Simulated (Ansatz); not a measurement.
H6SeSi2, SMILES [SiH3][SiH2][SeH], a rigid scan of one bond angle

Run with the Python package of Ansatz (0.2.0).

`h6sesi2_bend.py`
```python
import ansatz
from ase import Atoms


def main() -> None:
    atoms = Atoms(['Si', 'Si', 'Se', 'H', 'H', 'H', 'H', 'H', 'H'], positions=[
        [-0.8819, 0.664, -0.6254],
        [0.6145, -0.8229, -0.1383],
        [1.9041, -0.0313, 1.5339],
        [-1.7121, 0.2139, -1.7242],
        [-0.2668, 1.9419, -1.0865],
        [-1.7493, 0.9943, 0.5527],
        [-0.015, -2.0585, 0.2991],
        [1.4824, -1.0712, -1.3309],
        [0.7128, 0.1236, 2.5025],
    ])

    first = (
        ansatz.Crystal.molecule_from_ase(atoms).calculation()
        .basis(gaussian='def2-SVP')
        .functional('CAM-B3LYP')
        .relax(force_tolerance=0.02, max_steps=80)
    )
    atoms.positions = first.run(threads=1, backend='cpu').report['positions_ang']

    rows = []
    for angle in [85, 95, 105, 115, 125, 140, 160]:
        bent = atoms.copy()
        bent.set_angle(1, 2, 8, angle, indices=[8])
        setup = (
            ansatz.Crystal.molecule_from_ase(bent).calculation()
            .basis(gaussian='def2-SVP')
            .functional('CAM-B3LYP')
        )
        rows.append((angle, setup.run(threads=1, backend='cpu').report['free_energy_ev']))
    floor = min(e for _, e in rows)
    for angle, e in rows:
        print(f'angle Si1-Se2-H8 = {angle:3d} deg   {1000 * (e - floor):9.1f} meV')


if __name__ == '__main__':
    main()
```

```console
$ python h6sesi2_bend.py
angle Si1-Se2-H8 =  85 deg        41.5 meV
angle Si1-Se2-H8 =  95 deg         0.0 meV
angle Si1-Se2-H8 = 105 deg        67.5 meV
angle Si1-Se2-H8 = 115 deg       235.5 meV
angle Si1-Se2-H8 = 125 deg       492.8 meV
angle Si1-Se2-H8 = 140 deg      1011.2 meV
angle Si1-Se2-H8 = 160 deg      1797.5 meV
```

The scan is rigid, and the energies are electronic, in a modest basis. The zero is the lowest point of the grid, which needn't be the minimum. Timing: 25 s on 1 thread of AMD EPYC 9R45 96-Core Processor (Zen 5), on a shared host, peak memory 0.34 GiB.
